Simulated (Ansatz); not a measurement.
# The bromine atom: basis-set convergence

One table from this session's results is given with a row withheld; the runs are named, their logs left out.

Computed with Ansatz 0.2.0, Gaussian basis. Level: one geometry, several basis sets.

Levels to be run: PBE0/def2-SVP; ωB97M-V/def2-SVP; PBE0/def2-QZVPP; ωB97M-V/def2-QZVPP; the functionals' def2-TZVPP values are taken from earlier runs.

**The atom**

SMILES `[Br]`, 1 atom, charge 0, spin multiplicity 2.

Set-up of the first run:

in.yaml reads:

```yaml
crystal:
  periodic: [false, false, false]
  atoms:
    - {symbol: Br, position_ang: [0.000000, 0.000000, 0.000000]}
basis:
  gaussian: {orbitals: def2-SVP}
magnetization: {spin_polarized: true, initial_magnetization: 1}
hamiltonian: {xc: pbe0}
output: {orbitals: {seedname: orbitals}}
```

Among the steps run: PBE0 in def2-SVP; ωB97M-V in def2-SVP; PBE0 in def2-QZVPP; ωB97M-V in def2-QZVPP.

One of the session's tables, all rows but one given; the rest of the session is left out.

It belongs to the step «Functionals by basis». 

| functional | basis | HOMO (eV) | LUMO (eV) |
| --- | --- | --- | --- |
| PBE0 | def2-SVP | -8.54 | -5.84 |
| PBE0 | def2-TZVPP | -8.76 | -5.95 |
| PBE0 | def2-QZVPP | ? | ? |
| ωB97M-V | def2-SVP | -10.79 | -3.47 |
| ωB97M-V | def2-TZVPP | -11.02 | -3.67 |
| ωB97M-V | def2-QZVPP | -11.05 | -3.69 |

Q: Estimate the row for PBE0, def2-QZVPP from the others.

The run gave: HOMO (eV): -8.78; LUMO (eV): -5.95. In the column «HOMO (eV)» it lies between ωB97M-V, def2-SVP (-10.79) and PBE0, def2-TZVPP (-8.76).
